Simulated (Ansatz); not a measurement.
# AlH5N2S, SMILES [NH2][Al]([NH2])[SH]: a rigid torsion scan

With Ansatz 0.2.0 through its Python package.

Run as a notebook:

```python
import ansatz as az
from ase import Atoms
```

```python
atoms = Atoms(["N", "Al", "N", "S", "H", "H", "H", "H", "H"], positions=[
    (-0.5222, 1.3653, -1.1882),
    (-0.2782, -0.081, -0.0405),
    (1.3823, -0.9677, -0.0552),
    (-1.8505, -0.7721, 1.341),
    (-0.3862, 1.0683, -2.1899),
    (0.1649, 2.133, -0.9786),
    (1.804, -0.9274, 0.9413),
    (1.2642, -1.9565, -0.2629),
    (-1.4897, 0.0919, 2.4158),
])
```

```python
# start the scan from a relaxed geometry
first = (
    az.Crystal.molecule_from_ase(atoms).calculation()
    .basis(gaussian="6-31G*")
    .functional("R2SCAN0")
    .relax(force_tolerance=0.02, max_steps=80)
)
atoms.positions = first.run(threads=1).report["positions_ang"]
```

```python
start = atoms.get_dihedral(2, 1, 0, 4)
energies = {}
for turn in range(0, 360, 40):
    turned = atoms.copy()
    turned.set_dihedral(2, 1, 0, 4, start + turn, indices=[0, 4, 5])
    calc = az.Crystal.molecule_from_ase(turned).calculation()
    calc = calc.basis(gaussian="6-31G*")
    calc = calc.functional("R2SCAN0")
    energies[round((start + turn) % 360)] = calc.run(threads=1).report["free_energy_ev"]
floor = min(energies.values())
print("dihedral N2-Al1-N0-H4 (deg)   E - E(min) (kcal/mol)")
for angle, e in sorted(energies.items()):
    print(f"{angle:8d} {23.060548 * (e - floor):14.3f}  " + "#" * int(30 * (e - floor) / max(max(energies.values()) - floor, 1e-9)))
```

    dihedral N2-Al1-N0-H4 (deg)   E - E(min) (kcal/mol)
           4          0.492  ###
          44          3.335  ######################
          84          4.541  ##############################
         124          1.978  #############
         164          0.000
         204          1.775  ###########
         244          4.433  #############################
         284          3.552  #######################
         324          0.591  ###

The scan is rigid and the energies are electronic, in a modest basis. With rigid groups the curve can differ much from the relaxed path, the start wasn't checked as a minimum of this torsion, and equivalent turns needn't return to the same energy. Timing: 110 s on 1 thread of Arm Neoverse V2, on a shared host, peak memory 0.25 GiB.
